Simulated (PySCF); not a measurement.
# C5H7Cl2F: the cost of one run

Computed with PySCF 2.14.0 and routines of our own; the level stands in each step. Atoms count from 0.

## 1. The starting structure

15 atoms, charge 0, multiplicity 1; geometry from: GFN2-xTB.

## 2. Magnetic properties: GIAO B3LYP/pcSseg-1

What the job is given:

```
{"job": {"kind": "mag", "xc": "B3LYP", "basis": "pcSseg-1", "isotopologues": 2}, "charge": 0, "multiplicity": 1}
C      2.545946     0.060074    -0.767174
C      1.578949     0.398020     0.064114
C      0.324731    -0.374408     0.318071
Cl     0.361958    -0.913912     2.038477
Cl     0.202660    -1.820843    -0.699843
C     -0.925258     0.509169     0.151271
C     -2.244056    -0.226624     0.299671
F     -0.861788     1.090296    -1.098479
H      3.416336     0.681187    -0.882918
H      2.507142    -0.834931    -1.363943
H      1.639768     1.302660     0.654144
H     -0.856007     1.336407     0.871053
H     -2.333399    -0.993307    -0.465408
H     -2.299647    -0.685913     1.281865
H     -3.061750     0.480113     0.184871
```

Level: GIAO B3LYP/pcSseg-1 magnetisability, rotational g tensor and spin-rotation constants, non-relativistic, gas phase.

Command:

```bash
$ OMP_NUM_THREADS=1 python excited_run.py task.json out
```

This one command runs all jobs of the session in turn.

Q: Estimate the wall time and peak memory of this first job on 1 thread of Arm Neoverse N1, shared host.

About 60 s, with a peak of 0.83 GiB.
